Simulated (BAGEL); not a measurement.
# A workflow on WO3 (tungsten trioxide)

We compute a single-point energy (singlet WO3, HF/ANO-RCC-MB), then a single-point energy (doublet [WO3]−, CASSCF(7,6)/ANO-RCC-MB) of O3W. 

The results are computed with BAGEL 1.2.2.

2 further runs of the same task are left out: 2 that didn't finish.

## (1) Starting point

WO3: 4 atoms, total charge 0, spin state singlet. As SMILES, `[O]=[W](=[O])=[O]`. Geometry: relaxed at PBE0-D4/def2-TZVP.

Bond lengths: O1–W2 1.716 Å, W2–O3 1.716 Å, W2–O4 1.716 Å. Angles: O1–W2–O3 107.5°, O1–W2–O4 107.5°, O3–W2–O4 107.5°.

## (2) A single-point energy at HF/ANO-RCC-MB (DKH2, density fitting with AutoAux) (run 1)

input.json

```json
{ "bagel": [

{
  "title": "molecule",
  "basis": "ano-rcc-mb.json",
  "df_basis": "ano-rcc-mb-autoaux.json",
  "angstrom": false,
  "dkh": true,
  "geometry": [
    { "atom": "O", "xyz": [ -0.44880995,  0.50115537,  2.93852412 ] },
    { "atom": "W", "xyz": [ -0.69239565, -0.53611530, -0.12321014 ] },
    { "atom": "O", "xyz": [  2.02521949, -2.16052388, -0.81995217 ] },
    { "atom": "O", "xyz": [ -0.77894511,  2.08153333, -2.03391223 ] }
  ]
},
{ "title": "hf" },
{ "title": "print", "file": "orbitals.molden", "orbitals": true }

]}
```

The basis set ANO-RCC-MB is read from a file made from the Basis Set Exchange's data (not shown).

The run is started by

```sh
$ BAGEL_NUM_THREADS=1 BAGEL input.json > input.out
```

Output:

```text
* using 1 threads per process

  ===============================================================
  ===============================================================

  *** Geometry ***

  { "atom" : "O", "xyz" : [     -0.448810,      0.501155,      2.938524 ] },
  { "atom" : "W", "xyz" : [     -0.692396,     -0.536115,     -0.123210 ] },
  { "atom" : "O", "xyz" : [      2.025219,     -2.160524,     -0.819952 ] },
  { "atom" : "O", "xyz" : [     -0.778945,      2.081533,     -2.033912 ] },

  Number of auxiliary basis functions:      955

  Since a DF basis is specified, we compute 2- and 3-index integrals:
    o Being stored without compression. Storage requirement is 0.026 GB

  Number of basis functions:       58
  Number of electrons      :       98

    * METHOD: MOLECULE                             2.64

  *** RHF ***

  === Nuclear Repulsion ===
   584.5551728853

      * DIIS with orbital gradients will be used.

  === RHF iteration (ano-rcc-mb.json) ===
      0     -16350.97676744          0.02370851           0.29
      1     -16350.61082943          0.03747432           0.27
      2     -16351.45185713          0.00211276           0.30
      3     -16351.45809502          0.00076068           0.27
      4     -16351.46050048          0.00032144           0.27
      5     -16351.46098276          0.00013386           0.27
      6     -16351.46105301          0.00005432           0.31
      7     -16351.46106161          0.00003600           0.30
      8     -16351.46106407          0.00002090           0.28
      9     -16351.46106495          0.00000951           0.29
     10     -16351.46106514          0.00000309           0.27
     11     -16351.46106517          0.00000166           0.27
     12     -16351.46106518          0.00000084           0.28
     13     -16351.46106518          0.00000051           0.40
     14     -16351.46106518          0.00000033           0.38
     15     -16351.46106518          0.00000020           0.28
     16     -16351.46106518          0.00000008           0.28
     17     -16351.46106518          0.00000003           0.38
     18     -16351.46106518          0.00000001           0.40
     19     -16351.46106518          0.00000001           0.38
    * SCF iteration converged.

    * Permanent dipole moment:
           (    2.015774,     1.423786,     0.318592) a.u.

    * METHOD: HF                                   8.45

    * METHOD: PRINT                                0.01

  ===============================================================
```

It took 11 s on 1 thread of Intel Xeon Platinum 8259CL at 2.50GHz (Skylake/Cascade Lake), shared host; peak memory 0.2 GiB.

## (3) The doublet anion: the energy at CASSCF(7,6)/ANO-RCC-MB (DKH2, density fitting with AutoAux, 2 states averaged) (run 2)

input.json

```json
{ "bagel" : [

{
  "title" : "molecule",
  "basis" : "ano-rcc-mb.json",
  "df_basis" : "ano-rcc-mb-autoaux.json",
  "angstrom" : false,
  "dkh" : true,
  "geometry" : [
    { "atom" : "O", "xyz" : [    -0.44880995,     0.50115537,     2.93852412 ] },
    { "atom" : "W", "xyz" : [    -0.69239565,    -0.53611530,    -0.12321014 ] },
    { "atom" : "O", "xyz" : [     2.02521949,    -2.16052388,    -0.81995217 ] },
    { "atom" : "O", "xyz" : [    -0.77894511,     2.08153333,    -2.03391223 ] }
  ]
},

{ "title" : "hf" },

{
  "title" : "casscf",
  "nstate" : 2,
  "nact" : 6,
  "nclosed" : 46,
  "charge" : -1,
  "nspin" : 1,
  "active" : [41, 42, 44, 50, 53, 54],
  "maxiter" : 200,
  "natocc" : true
},

{ "title" : "print", "file" : "orbitals.molden", "orbitals" : true }

]}
```

The basis set ANO-RCC-MB is read from a file made from the Basis Set Exchange's data (not shown).

The run is started by

```sh
$ BAGEL_NUM_THREADS=1 BAGEL input.json > input.out
```

Output:

```text
* using 1 threads per process

  ===============================================================
  ===============================================================

  *** Geometry ***

  { "atom" : "O", "xyz" : [     -0.448810,      0.501155,      2.938524 ] },
  { "atom" : "W", "xyz" : [     -0.692396,     -0.536115,     -0.123210 ] },
  { "atom" : "O", "xyz" : [      2.025219,     -2.160524,     -0.819952 ] },
  { "atom" : "O", "xyz" : [     -0.778945,      2.081533,     -2.033912 ] },

  Number of auxiliary basis functions:      955

  Since a DF basis is specified, we compute 2- and 3-index integrals:
    o Being stored without compression. Storage requirement is 0.026 GB

  Number of basis functions:       58
  Number of electrons      :       98

    * METHOD: MOLECULE                             2.54

  *** RHF ***

  === Nuclear Repulsion ===
   584.5551728853

      * DIIS with orbital gradients will be used.

  === RHF iteration (ano-rcc-mb.json) ===
      0     -16350.97676744          0.02370851           0.31
      1     -16350.61082943          0.03747432           0.28
      2     -16351.45185713          0.00211276           0.39
      3     -16351.45809502          0.00076068           0.40
      4     -16351.46050048          0.00032144           0.35
      5     -16351.46098276          0.00013386           0.29
      6     -16351.46105301          0.00005432           0.30
      7     -16351.46106161          0.00003600           0.27
      8     -16351.46106407          0.00002090           0.27
      9     -16351.46106495          0.00000951           0.28
     10     -16351.46106514          0.00000309           0.44
     11     -16351.46106517          0.00000166           0.39
     12     -16351.46106518          0.00000084           0.26
     13     -16351.46106518          0.00000051           0.26
     14     -16351.46106518          0.00000033           0.29
     15     -16351.46106518          0.00000020           0.40
     16     -16351.46106518          0.00000008           0.42
     17     -16351.46106518          0.00000003           0.27
     18     -16351.46106518          0.00000001           0.26
     19     -16351.46106518          0.00000001           0.28
    * SCF iteration converged.

    * Permanent dipole moment:
           (    2.015774,     1.423786,     0.318592) a.u.

    * METHOD: HF                                   9.38

  ---------------------------
      CASSCF calculation
  ---------------------------

    ==== Active orbitals : =====
         Orbital 41
         Orbital 42
         Orbital 44
         Orbital 50
         Orbital 53
         Orbital 54
    ============================

    * nstate   :      2
    * nclosed  :     46
    * nact     :      6
    * nvirt    :      6
  === CASSCF iteration (ano-rcc-mb.json) ===

    * Using the second-order algorithm

      0  0    -16351.57600475     1.28e-02      0.21
      0  1    -16351.33697156     0.00e+00      0.21

      1  0    -16351.59412130     3.21e-03      2.10
      1  1    -16351.35021593     0.00e+00      2.10

      2  0    -16351.59760696     1.17e-03      2.40
      2  1    -16351.34987170     0.00e+00      2.40

      3  0    -16351.59940535     6.46e-04      3.07
      3  1    -16351.35032490     0.00e+00      3.07

      4  0    -16351.60063965     5.26e-04      1.95
      4  1    -16351.35106109     0.00e+00      1.95

      5  0    -16351.60282346     7.27e-04      1.65
      5  1    -16351.35299083     0.00e+00      1.65

      6  0    -16351.60919134     2.10e-02      1.65
      6  1    -16351.38098837     0.00e+00      1.65

      7  0    -16351.61038660     6.39e-03      2.31
      7  1    -16351.51133556     0.00e+00      2.31

      8  0    -16351.62129104     3.59e-03      1.72
      8  1    -16351.54207378     0.00e+00      1.72

      9  0    -16351.62643779     1.55e-03      1.42
      9  1    -16351.55201644     0.00e+00      1.42

     10  0    -16351.64468429     1.55e-03      1.46
     10  1    -16351.56207803     0.00e+00      1.46

     11  0    -16351.65003822     6.22e-04      1.47
     11  1    -16351.56547232     0.00e+00      1.47

     12  0    -16351.65028337     2.03e-04      2.15
     12  1    -16351.56568016     0.00e+00      2.15

     13  0    -16351.65033109     8.16e-05      2.22
     13  1    -16351.56565958     0.00e+00      2.22

     14  0    -16351.65037212     3.64e-05      2.15
     14  1    -16351.56562449     0.00e+00      2.15

     15  0    -16351.65039932     1.78e-05      2.11
     15  1    -16351.56559885     0.00e+00      2.11

     16  0    -16351.65041547     9.26e-06      1.79
     16  1    -16351.56558315     0.00e+00      1.79

     17  0    -16351.65042456     4.93e-06      1.56
     17  1    -16351.56557417     0.00e+00      1.56

     18  0    -16351.65042954     2.66e-06      1.57
     18  1    -16351.56556923     0.00e+00      1.57

     19  0    -16351.65043224     1.44e-06      1.75
     19  1    -16351.56556655     0.00e+00      1.75

     20  0    -16351.65043368     7.77e-07      1.76
     20  1    -16351.56556510     0.00e+00      1.76

     21  0    -16351.65043445     4.20e-07      1.66
     21  1    -16351.56556433     0.00e+00      1.66

     22  0    -16351.65043486     2.27e-07      1.92
     22  1    -16351.56556392     0.00e+00      1.92

     23  0    -16351.65043508     1.22e-07      2.21
     23  1    -16351.56556370     0.00e+00      2.21

     24  0    -16351.65043520     6.59e-08      2.17
     24  1    -16351.56556358     0.00e+00      2.17

     25  0    -16351.65043526     3.55e-08      2.08
     25  1    -16351.56556352     0.00e+00      2.08

     26  0    -16351.65043529     1.91e-08      2.04
     26  1    -16351.56556349     0.00e+00      2.04

     27  0    -16351.65043531     1.02e-08      1.92
     27  1    -16351.56556347     0.00e+00      1.92

     28  0    -16351.65043532     5.53e-09      1.73
     28  1    -16351.56556346     0.00e+00      1.73

    * Second-order optimization converged. *

     guess   0:   closed 11.1..               open ..1...
     guess   1:   closed 111...               open ...1..

  === FCI iteration ===

      0  0    -16351.55060963     1.64e-02      0.00
      0  1    -16351.43951912     1.97e-02      0.00

      1  0    -16351.63284541     8.98e-03      0.00
      1  1    -16351.53616702     1.09e-02      0.00

      2  0    -16351.64640717     3.60e-03      0.00
      2  1    -16351.55962343     4.43e-03      0.00

      3  0    -16351.64976707     1.54e-03      0.00
      3  1    -16351.56455101     1.61e-03      0.00

      4  0    -16351.65027880     7.28e-04      0.00
      4  1    -16351.56521321     7.96e-04      0.00

      5  0    -16351.65039541     3.21e-04      0.00
      5  1    -16351.56546100     4.74e-04      0.00

      6  0    -16351.65042946     1.25e-04      0.00
      6  1    -16351.56553092     2.39e-04      0.00

      7  0    -16351.65043422     6.18e-05      0.00
      7  1    -16351.56555206     1.29e-04      0.00

      8  0    -16351.65043510     2.44e-05      0.00
      8  1    -16351.56555920     7.19e-05      0.00

      9  0    -16351.65043526     1.07e-05      0.00
      9  1    -16351.56556240     4.83e-05      0.00

     10  0    -16351.65043531     5.36e-06      0.00
     10  1    -16351.56556326     2.03e-05      0.00

     11  0    -16351.65043532     2.14e-06      0.00
     11  1    -16351.56556341     9.36e-06      0.00

     12  0    -16351.65043532     7.92e-07      0.00
     12  1    -16351.56556345     4.58e-06      0.00

     13  0    -16351.65043532     3.11e-07      0.00
     13  1    -16351.56556346     2.09e-06      0.00

     14  0    -16351.65043532     1.34e-07      0.00
     14  1    -16351.56556346     9.36e-07      0.00

     15  0    -16351.65043532     4.71e-08      0.00
     15  1    -16351.56556346     4.39e-07      0.00

     16  0    -16351.65043532     1.64e-08      0.00
     16  1    -16351.56556346     2.52e-07      0.00

     17  0    -16351.65043532     6.20e-09      0.00
     17  1    -16351.56556346     1.46e-07      0.00

     18  0    -16351.65043532     2.26e-09      0.00
     18  1    -16351.56556346     6.44e-08      0.00

     19  0    -16351.65043532     7.40e-10      0.00
     19  1    -16351.56556346     2.49e-08      0.00
    ** throwing out 2 trial vectors **

     20  0    -16351.65043532     2.26e-10      0.00
     20  1    -16351.56556346     9.24e-09      0.00
    ** throwing out 2 trial vectors **

     21  0 *  -16351.65043532     8.00e-11      0.00
     21  1    -16351.56556346     3.90e-09      0.00
    ** throwing out 1 trial vectors **

     22  0 *  -16351.65043532     5.06e-11      0.00
     22  1    -16351.56556346     1.62e-09      0.00
    ** throwing out 1 trial vectors **

     23  0 *  -16351.65043532     4.05e-11      0.00
     23  1    -16351.56556346     6.94e-10      0.00
    ** throwing out 1 trial vectors **

     24  0 *  -16351.65043532     4.04e-11      0.00
     24  1    -16351.56556346     3.02e-10      0.00
    ** throwing out 1 trial vectors **

     25  0 *  -16351.65043532     4.04e-11      0.00
     25  1    -16351.56556346     1.23e-10      0.00
    ** throwing out 1 trial vectors **

     26  0 *  -16351.65043532     4.02e-11      0.00
     26  1 *  -16351.56556346     4.75e-11      0.00

     * ci vector, state   0, <S^2> = 0.7500
       22a2..    -0.7825661673
       222a..    -0.4929648102
       22a.2.     0.1467586213
       2.a2.2    -0.1337541936
       2ba2.a    -0.1035929117
       22.2.a     0.0944744986
       2.2a.2    -0.0812337344
       22aba.     0.0790951748
       2b2a.a    -0.0716572660
       2aa2.b     0.0697484140
       22.a2.    -0.0671117851
       2.22.a    -0.0592638646
       2baaba     0.0542761343
       b2a2a.    -0.0502679788

     * ci vector, state   1, <S^2> = 0.7500
       222a..     0.7787492154
       22a2..    -0.4863711502
       222.a.     0.1577948305
       a22ba.    -0.1472586457
       b22aa.    -0.1037135084
       ab22.a    -0.0972653880
       aa22.b    -0.0880611376
       .22a2.     0.0815554384
       22.a.2     0.0805291370
       a2b2a.     0.0698948632
       2b2a.a    -0.0659486189
       22ba.a     0.0619062942
       2.2a.2     0.0582404309

    * METHOD: CASSCF                              56.49

    * METHOD: PRINT                                0.01

  ===============================================================
```

Wall time 69 s (1 thread of Intel Xeon Platinum 8259CL at 2.50GHz (Skylake/Cascade Lake), shared host); peak memory 0.24 GiB.

## (4) What came out

| quantity | value |
| --- | --- |
| run 1, HF/ANO-RCC-MB: total energy | -16351.46107 Eh |
| run 1, HF/ANO-RCC-MB: dipole moment | 6.32 D |
| run 1, HF/ANO-RCC-MB: HOMO energy | -13.14 eV |
| run 1, HF/ANO-RCC-MB: LUMO energy | -2.57 eV |
| run 1, HF/ANO-RCC-MB: HOMO–LUMO gap | 10.57 eV |
| doublet anion: energy of the lowest of 2 roots | -16351.65044 Eh |
| doublet anion: lowest excitation energy within this active space | 2.31 eV |

In words: The orbitals (doublet anion) are averaged over several states, so each root lies above its own optimum (it can stand above Hartree-Fock), and forces and dipoles share that bias. Excitation energies in a minimal basis are rough.
